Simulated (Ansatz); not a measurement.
# W3N4: the cost of one run

Program: Ansatz 0.2.0. Level of theory: DFT, PBE, plane-wave PAW, default files, scalar-relativistic. These are calculated values, not measurements.

1 further run of the same task is left out (it didn't finish).

## 1. Starting point

It takes space group Pm-3m (No. 221, cubic). Conventional cell: a = 4.122 Å, b = 4.122 Å, c = 4.122 Å, α = 90.00°, β = 90.00°, γ = 90.00°. Around W (site symmetry 4/mmm) lie 6 N at 2.06 Å. Around N (site symmetry m-3m) lie 6 W at 2.06 Å. N (site symmetry 4/mmm) has 4 W at 2.06 Å as nearest neighbours.

Coordinates:

```xyz
7
Lattice="4.1220 0.0000 0.0000 0.0000 4.1220 0.0000 0.0000 0.0000 4.1220" Properties=species:S:1:pos:R:3 pbc="T T T"
W     2.0610    2.0610    0.0000
W     0.0000    2.0610    2.0610
W     2.0610    0.0000    2.0610
N     2.0610    2.0610    2.0610
N     2.0610    0.0000    0.0000
N     0.0000    2.0610    0.0000
N     0.0000    0.0000    2.0610
```

The earlier run gave: no gap over 0.1 eV on the mesh, largest force 0.000 eV/Å, pressure 27.1 GPa.

The printed gradients, by site:

| site | atoms | first shell | V_zz (10²¹ V/m²) | η | C_Q (MHz) |
| --- | --- | --- | --- | --- | --- |
| W | 1, 2, 3 | 6 N at 2.06 Å | 14.02 | 0.00 | – |
| N4 | 4 | 6 W at 2.06 Å | 0.00 | – | 0 (¹⁴N) |
| N5 | 5, 6, 7 | 4 W at 2.06 Å | -0.054 | 0.00 | -0.027 (¹⁴N) |

V_zz is the principal component of the electric field gradient with the largest magnitude, η = (V_xx − V_yy)/V_zz and C_Q = eQV_zz/h. Nuclear quadrupole moments: year-2017 set (Pyykkö). A dash under C_Q marks elements without a common quadrupolar isotope.

## 2. Z stretched by -2 %, ions relaxed

Input file input.yaml:

```yaml
crystal:
  lattice:
    - [4.122, 0.0, 0.0]
    - [0.0, 4.122, 0.0]
    - [0.0, 0.0, 4.03956]
  atoms:
    - { symbol: W, position: [0.5, 0.5, 0.0], spin: 2.0 }
    - { symbol: W, position: [0.0, 0.5, 0.5], spin: 2.0 }
    - { symbol: W, position: [0.5, 0.0, 0.5], spin: 2.0 }
    - { symbol: "N", position: [0.5, 0.5, 0.5] }
    - { symbol: "N", position: [0.5, 0.0, 0.0] }
    - { symbol: "N", position: [0.0, 0.5, 0.0] }
    - { symbol: "N", position: [0.0, 0.0, 0.5] }
magnetization:
  spin_polarized: true
kpoints:
  mp_grid: { grid: [11, 11, 11] }
scf:
  occupations: { method: fermi_dirac, width: 0.05 }
hamiltonian:
  xc: pbe
  pseudopotentials: { kind: paw }
output:
  forces: true
  stress: true
  populations: true
  efg:
    quadrupole_moments_barn: { "N": 0.02044 }
    contact_densities: true
relax:
  f_tol: 0.02
  max_steps: 60
```

Started as:

```
$ ansatz run input.yaml --threads 1 --pin off --max-ram 3072MiB --backend cpu --events-out ev --progress --plain --runs-dir out
```

Q: Estimate wall time and peak memory on 1 thread of Intel Xeon Platinum 8488C (Sapphire Rapids), shared host.

About 64 s, with a peak of 0.92 GiB.
